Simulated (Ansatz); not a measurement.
# C₂H₂ClGa (SMILES C#[C][GaH][Cl]): one structure at several levels

An exercise on one series of results from a longer session: the logs are not shown, and one member is left open.

Computed with Ansatz 0.2.0, Gaussian basis. Level: single points in def2-TZVPP.

Correlated methods freeze the cores. Filled d shells of the heavier atoms are correlated.

### The starting structure

SMILES `C#[C][GaH][Cl]`, 6 atoms, charge 0, spin multiplicity 1.

Atoms are counted from 1 here; the program's logs count them from 0.

Bond lengths: C1–C2 1.310 Å, C1–H5 1.044 Å, C2–Ga3 1.763 Å, Ga3–Cl4 2.227 Å, Ga3–H6 1.545 Å. Angles: C2–C1–H5 167.8°, C1–C2–Ga3 175.1°, C2–Ga3–Cl4 120.5°, C2–Ga3–H6 128.1°, Cl4–Ga3–H6 111.4°.

As a file:

| atom | x (Å) | y (Å) | z (Å) |
| --- | --- | --- | --- |
| C1 | 1.8387 | -0.5341 | -0.1104 |
| C2 | 0.5844 | -0.1734 | 0.0022 |
| Ga3 | -1.0575 | 0.4551 | 0.1339 |
| Cl4 | -2.6336 | -0.1943 | -1.2998 |
| H5 | 2.7876 | -0.9632 | -0.0363 |
| H6 | -1.6210 | 1.4364 | 1.1853 |

Set-up of the first run:

The input, run/in.yaml:

```yaml
crystal:
  periodic: [false, false, false]
  atoms:
    - {symbol: C, position_ang: [1.838700, -0.534100, -0.110400]}
    - {symbol: C, position_ang: [0.584400, -0.173400, 0.002200]}
    - {symbol: Ga, position_ang: [-1.057500, 0.455100, 0.133900]}
    - {symbol: Cl, position_ang: [-2.633600, -0.194300, -1.299800]}
    - {symbol: H, position_ang: [2.787600, -0.963200, -0.036300]}
    - {symbol: H, position_ang: [-1.621000, 1.436400, 1.185300]}
basis:
  gaussian: {orbitals: def2-TZVPP}
correlation: {method: ccsd_t}
output: {forces: true}
```

The command line of these runs was not kept.

Among the steps run: CCSD(T)/def2-TZVPP; PBE0-D4/def2-TZVPP; wB97M-V/def2-TZVPP; r2SCAN-D4/def2-TZVPP; PBE-D4/def2-TZVPP; revPBE-D4/def2-TZVPP; r2SCANh-D4/def2-TZVPP.

One table of the session follows, with a row left open; its other results are not shown here.

```
    method  RMS force component (eV/Å)  angle to CCSD(T) forces (°)  dipole (D)
   CCSD(T)                       3.137                    reference        3.15
   PBE0-D4                       3.521                          3.7        3.19
   wB97M-V                       3.656                          3.6        3.21
 r2SCAN-D4                       3.333                          3.4        3.16
    PBE-D4                       3.143                          3.2        2.99
 revPBE-D4                       3.113                          3.0        3.00
r2SCANh-D4                           ?                            ?           ?
```

Q: Estimate the row for r2SCANh-D4 from the others.

**Answer.** RMS force component (eV/Å): 3.456; angle to CCSD(T) forces (°): 3.7; dipole (D): 3.22. In the column «RMS force component (eV/Å)» it lies between r2SCAN-D4 (3.333) and PBE0-D4 (3.521).
